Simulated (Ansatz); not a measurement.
The system is Cs2InAgCl6.

```
CELL_PARAMETERS angstrom
0.00000 5.23450 5.23450
5.23450 0.00000 5.23450
5.23450 5.23450 0.00000
ATOMIC_POSITIONS crystal
Cs 0.75000 0.75000 0.75000
Cs 0.25000 0.25000 0.25000
In 0.00000 0.00000 0.00000
Ag 0.50000 0.50000 0.50000
Cl 0.76021 0.76021 0.23979
Cl 0.23979 0.23979 0.76021
Cl 0.76021 0.23979 0.76021
Cl 0.23979 0.76021 0.76021
Cl 0.23979 0.76021 0.23979
Cl 0.76021 0.23979 0.23979
```

| Quantity | Value |
| --- | --- |
| Program | Ansatz 0.2.0 |
| Task | relaxation of cell and atoms |
| Functional | PBE |
| Potentials or basis | Ansatz PAW |
| Cutoff | 420 eV (not typed: the program's choice for these potentials) |
| k mesh | 5 × 5 × 5 |
| Occupations | fermi-dirac, width 0.05 eV |
| Spin | no spin polarisation |

At the start: volume 28.69 Å³/atom.

Task: How do energy, volume and symmetry change on relaxing?

Result: It ends after 5 steps and the volume is 30.31 Å³/atom (+5.7 %); space group Fm-3m (No. 225, to 0.05 Å).

The path:
```tsv
step	energy change (eV)	largest force (eV/Å)	volume (Å³)
1	0.0000	0.3527	286.85
2	-0.1036	0.0979	299.68
3	-0.1098	0.0115	302.76
4	-0.1098	0.0002	303.14
5	-0.1112	0.0004	303.14
```

Final structure:
```cif
data_structure
_symmetry_space_group_name_H-M 'P 1'
_symmetry_Int_Tables_number 1
_cell_length_a 7.5403
_cell_length_b 7.5403
_cell_length_c 7.5403
_cell_angle_alpha 60.000
_cell_angle_beta 60.000
_cell_angle_gamma 60.000
_cell_volume 303.14
loop_
_atom_site_label
_atom_site_type_symbol
_atom_site_fract_x
_atom_site_fract_y
_atom_site_fract_z
_atom_site_occupancy
Cs1 Cs 0.75000 0.75000 0.75000 1
Cs2 Cs 0.25000 0.25000 0.25000 1
In1 In 0.00000 0.00000 0.00000 1
Ag1 Ag 0.50000 0.50000 0.50000 1
Cl1 Cl 0.75900 0.75900 0.24100 1
Cl2 Cl 0.24100 0.24100 0.75900 1
Cl3 Cl 0.75900 0.24100 0.75900 1
Cl4 Cl 0.24100 0.75900 0.75900 1
Cl5 Cl 0.24100 0.75900 0.24100 1
Cl6 Cl 0.75900 0.24100 0.24100 1
```

Caveat: the plane-wave basis is chosen anew once the cell has moved, so the energies of steps on either side of that aren't comparable.
